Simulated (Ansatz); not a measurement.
**C₂H₆AlNS: one species, many methods**

Aim: compute C₂H₆AlNS with functionals from several rungs and with coupled cluster. The yardstick is the atomisation energy at the CCSD(T) limit.

Method: functionals in def2-TZVPP, the program's frozen cores in correlated methods; program: Ansatz 0.2.0, Gaussian basis.

The runs, in order: PBE-D4, r2SCAN-D4, PBE0-D4, B3LYP-D4, ωB97X-V, ωB97M-V, B2PLYP; CCSD(T)/def2-TZVPP; MP2/def2-QZVPP; extrapolation to the limit.

**1. The relaxed structure**

An earlier PBE0-D4 in a triple-zeta def2 set relaxation fixed the geometry.

SMILES `CC(=S)[NH][AlH2]`, 11 atoms, charge 0, spin multiplicity 1.

Atoms are counted from 1 here; the program's logs count them from 0.

Bond lengths: C1–C2 1.499 Å, C1–H6 1.094 Å, C1–H7 1.094 Å, C1–H8 1.086 Å, C2–S3 1.642 Å, C2–N4 1.360 Å, N4–Al5 1.810 Å, N4–H9 1.015 Å, Al5–H10 1.577 Å, Al5–H11 1.575 Å. Angles: C2–C1–H6 110.5°, C2–C1–H7 110.7°, C2–C1–H8 110.3°, H6–C1–H7 107.0°, H6–C1–H8 109.1°, H7–C1–H8 109.2°, C1–C2–S3 121.9°, C1–C2–N4 115.8°, S3–C2–N4 122.2°, C2–N4–Al5 133.2°, C2–N4–H9 109.6°, Al5–N4–H9 117.2°, N4–Al5–H10 113.7°, N4–Al5–H11 119.9°, H10–Al5–H11 126.3°.

**2. PBE-D4 (GGA)**

Input file in.yaml:

```yaml
crystal:
  periodic: [false, false, false]
  atoms:
    - {symbol: C, position_ang: [-0.472340, -1.368141, 0.284461]}
    - {symbol: C, position_ang: [0.196076, -0.263938, 1.046574]}
    - {symbol: S, position_ang: [0.581470, -0.414973, 2.635146]}
    - {symbol: N, position_ang: [0.460414, 0.867914, 0.340592]}
    - {symbol: Al, position_ang: [0.171918, 1.351202, -1.380126]}
    - {symbol: H, position_ang: [-1.437965, -1.034007, -0.107674]}
    - {symbol: H, position_ang: [0.135753, -1.667417, -0.574757]}
    - {symbol: H, position_ang: [-0.628678, -2.228612, 0.927951]}
    - {symbol: H, position_ang: [0.908759, 1.549441, 0.944682]}
    - {symbol: H, position_ang: [0.669139, 2.807930, -1.722265]}
    - {symbol: H, position_ang: [-0.519246, 0.343502, -2.373982]}
basis:
  gaussian: {orbitals: def2-TZVPP}
hamiltonian: {xc: pbe, dispersion: d4}
output: {forces: true, orbitals: {seedname: orbitals}}
```

The run is started by

```console
> ansatz run in.yaml --threads 4 --pin off --events-out ev --progress --plain --max-ram 10444MiB
```

The runs that follow: r2SCAN-D4 (meta-GGA); PBE0-D4 (hybrid); B3LYP-D4 (hybrid); ωB97X-V (range-separated); ωB97M-V (range-separated); B2PLYP (double hybrid); CCSD(T) in def2-TZVPP; MP2 in def2-QZVPP.

**Question.** What will the summary of the whole plan be? Wanted: atomisation energy, CCSD(T)/CBS; farthest; mean size of error, hybrid; mean size of error, range-separated; gap, smallest and largest; T1 diagnostic; triples share of the correlation energy.

The runs gave:

| quantity | value |
| --- | --- |
| atomisation energy, CCSD(T)/CBS | 936.7 kcal/mol |
| functionals within 4.7 kcal/mol (0.5 %) | r2SCAN-D4, PBE0-D4, B3LYP-D4 |
| farthest | PBE-D4 (+22.8 kcal/mol) |
| mean size of error, hybrid | 3.6 kcal/mol |
| mean size of error, range-separated | 5.3 kcal/mol |
| gap, smallest and largest | 2.19 eV (PBE-D4), 8.34 eV (ωB97X-V) |
| T1 diagnostic | 0.0169 |
| triples share of the correlation energy | 4.4 % |

In words: PBE-D4 is off by +22.8 kcal/mol. Double hybrids carry the basis error of their MP2 part in triple zeta, and no dispersion term here, so their miss is partly the set-up's. Misses under about 4.7 kcal/mol are within the doubt on the reference itself, which lacks core-valence correlation, relativity and higher excitations. Hartree-Fock recovers 71 % of the binding; the rest is correlation. The gap grows from 2.2 to 8.3 eV across the functionals, mostly with the share of exact exchange.
